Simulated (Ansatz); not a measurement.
# FeSe2: single point with LDA+U

Crystal: FeSe2.

```
CELL_PARAMETERS angstrom
0.00000 3.07385 3.07385
3.07385 0.00000 3.07385
3.07385 3.07385 0.00000
ATOMIC_POSITIONS crystal
Fe 0.00000 0.00000 0.00000
Se 0.25000 0.25000 0.25000
Se 0.75000 0.75000 0.75000
```

The cell comes from a database or a generator and needn't be the stable form of this composition.

```json
{
 "Program": "Ansatz 0.2.0",
 "Task": "single point",
 "Functional": "LDA",
 "Potentials or basis": "Ansatz PAW",
 "Cutoff": "420 eV (not typed: the program's choice for these potentials)",
 "k mesh": "5 × 5 × 5",
 "Occupations": "gaussian, width 0.05 eV",
 "Spin": "non-collinear spin, random start, spin-orbit coupling",
 "Starting moments": "[[-0.49, -0.323, 1.337], [-0.0, 0.0, 0.0], [0.0, 0.0, -0.0]] μB",
 "Hubbard terms": "Fe d U = 8 eV"
}
```

| Property | Result |
| --- | --- |
| Pressure | 4.4 GPa |
| Band gap on the k mesh | none (metal or under the smearing width) |

Stress tensor (GPa, compression positive):
```
 4.37 -0.04  0.01
-0.04  4.38  0.01
 0.01  0.01  4.48
```

Levels at points of the mesh, in eV from the Fermi level:
```tsv
k point	band 45	band 46	band 47	band 48	band 49	band 50	band 51	band 52
(0.00, 0.00, 0.00)	-0.51	-0.48	-0.07	-0.03	0.00	0.03	2.71	3.44
```

Run time: 2.1 min on 2 threads of Arm Neoverse V2, with other jobs on the host, peak memory 0.94 GiB.

Caveat: moments are unreliable in this version under spin-orbit coupling with a hybrid or U, so they aren't listed; the magnetic or orbital state may not be the lowest; the PAW data sets come from PBE, with cores solved anew for the run's functional, which leaves a small shift of forces and pressure; the thresholds are loose for stress. The state reached can hang on the start; a lower one may exist.
